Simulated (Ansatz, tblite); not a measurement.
**Ga3Sb3 wurtzite hole sphere (Ga₃Sb₃H₁₂): rung by rung**

The task here is to estimate one member of a computed series from the others.

Method: as each input shows; program: Ansatz 0.2.0, Gaussian basis.

Levels to be run: GFN1-xTB, GFN2-xTB, PBE-D4/def2-TZVP, r2SCAN-D4/def2-TZVP, LC-ωPBE/def2-TZVP, r2SCANh-D4/def2-TZVP, B2PLYP/def2-TZVP, PBE-D4/def2-SVP, PBE0-D4/def2-SVP, CCSD(T)/def2-SVP, MP2/def2-TZVP, RPA/def2-TZVP.

3 further runs of the same task are left out: 3 set aside as unsound or not needed.

## The structure

The singlet was relaxed beforehand with PBE-D4/def2-SVP.

18 atoms, charge 0, spin multiplicity 1.

Bond lengths: Sb1–Ga2 2.710 Å, Sb1–Ga4 2.710 Å, Sb1–H7 1.718 Å, Sb1–H8 1.718 Å, Ga2–Sb3 2.709 Å, Ga2–H9 1.577 Å, Ga2–H10 1.578 Å, Sb3–Ga6 2.709 Å, Sb3–H11 1.718 Å, Sb3–H12 1.717 Å, Ga4–Sb5 2.710 Å, Ga4–H13 1.577 Å, Ga4–H14 1.578 Å, Sb5–Ga6 2.709 Å, Sb5–H15 1.718 Å, Sb5–H16 1.718 Å, Ga6–H17 1.578 Å, Ga6–H18 1.577 Å. Angles: Ga2–Sb1–Ga4 128.3°, Ga2–Sb1–H7 107.2°, Ga2–Sb1–H8 106.8°, Ga4–Sb1–H7 107.3°, Ga4–Sb1–H8 106.8°, H7–Sb1–H8 95.5°, Sb1–Ga2–Sb3 96.8°, Sb1–Ga2–H9 108.7°, Sb1–Ga2–H10 106.0°, Sb3–Ga2–H9 108.8°, Sb3–Ga2–H10 105.9°, H9–Ga2–H10 126.5°, Ga2–Sb3–Ga6 128.3°, Ga2–Sb3–H11 106.9°, Ga2–Sb3–H12 107.2°, Ga6–Sb3–H11 106.8°, Ga6–Sb3–H12 107.2°, H11–Sb3–H12 95.5° and more.

Sb takes a core potential in the def2 sets. No spin-orbit coupling is included.

PBE0-D4/def2-TZVP was run before; its log isn't repeated, and its numbers join the tables.

Set-up of the first run:

Tight binding, by tblite at 300 K electronic temperature and without a spin-polarisation term:

```python
tblite.interface.Calculator('GFN1-xTB', numbers, positions, charge=0, uhf=0).singlepoint()
```

Tight binding, by tblite at 300 K electronic temperature and without a spin-polarisation term:

```python
tblite.interface.Calculator('GFN2-xTB', numbers, positions, charge=0, uhf=0).singlepoint()
```

start.molden holds the orbitals of an earlier run on this state, given as this run's starting guess.

Input file in.yaml:

```yaml
crystal:
  periodic: [false, false, false]
  atoms:
    - {symbol: Sb, position_ang: [-0.005324, -2.340622, -0.223938]}
    - {symbol: Ga, position_ang: [-2.442164, -1.403375, 0.501683]}
    - {symbol: Sb, position_ang: [-2.027406, 1.172938, -0.226722]}
    - {symbol: Ga, position_ang: [2.435774, -1.414149, 0.500992]}
    - {symbol: Sb, position_ang: [2.026668, 1.163628, -0.227859]}
    - {symbol: Ga, position_ang: [0.003650, 2.815417, 0.493023]}
    - {symbol: H, position_ang: [-0.010692, -4.035870, 0.052188]}
    - {symbol: H, position_ang: [-0.006545, -2.452223, -1.938094]}
    - {symbol: H, position_ang: [-3.530536, -2.032451, -0.449887]}
    - {symbol: H, position_ang: [-2.457794, -1.410391, 2.079252]}
    - {symbol: H, position_ang: [-2.129934, 1.229611, -1.940451]}
    - {symbol: H, position_ang: [-3.492634, 2.023095, 0.055026]}
    - {symbol: H, position_ang: [3.521048, -2.044820, -0.452968]}
    - {symbol: H, position_ang: [2.454379, -1.420975, 2.078426]}
    - {symbol: H, position_ang: [2.125288, 1.216609, -1.942032]}
    - {symbol: H, position_ang: [3.495256, 2.010434, 0.048517]}
    - {symbol: H, position_ang: [0.003284, 2.838763, 2.070473]}
    - {symbol: H, position_ang: [0.008282, 4.068581, -0.463529]}
basis:
  gaussian: {orbitals: def2-TZVP, initial_orbitals: start.molden}
hamiltonian: {xc: pbe, dispersion: d4}
scf: {omitted_lower_state_checks: [starts]}
output: {orbitals: {seedname: orbitals}}
```

Started as:

```console
$ ansatz run in.yaml --threads 2 --pin off --events-out ev --progress --plain --max-ram 31744MiB --backend cuda --devices 0, --max-vram 18GiB
```

Among the steps run: PBE-D4/def2-TZVP; r2SCAN-D4/def2-TZVP; LC-ωPBE/def2-TZVP; r2SCANh-D4/def2-TZVP; B2PLYP/def2-TZVP; PBE-D4/def2-SVP; PBE0-D4/def2-SVP; CCSD(T)/def2-SVP; MP2/def2-TZVP; RPA/def2-TZVP.

One table of the session follows, with a row left open; its other results are not shown here.

It belongs to the step «Binding energy». 

| method | binding an atom (eV) |
| --- | --- |
| HF/def2-SVP | 1.528 |
| HF/def2-TZVP | 1.540 |
| PBE-D4/def2-SVP | 2.266 |
| PBE-D4/def2-TZVP | 2.274 |
| r2SCAN-D4/def2-TZVP | 2.292 |
| r2SCANh-D4/def2-TZVP | 2.283 |
| PBE0-D4/def2-SVP | 2.255 |
| PBE0-D4/def2-TZVP | ? |
| LC-ωPBE/def2-TZVP | 2.237 |
| MP2/def2-SVP | 2.048 |
| MP2/def2-TZVP | 2.125 |
| CCSD/def2-SVP | 2.076 |
| CCSD(T)/def2-SVP | 2.104 |

Q: Estimate the row for PBE0-D4/def2-TZVP from the others.

The run gave: binding an atom (eV): 2.264. In the column «binding an atom (eV)» it lies between PBE0-D4/def2-SVP (2.255) and PBE-D4/def2-SVP (2.266).

Limits of these values: Free atoms were run apart at each level; binding is atoms less cluster, divided by the number of atoms, without zero-point or spin-orbit terms.
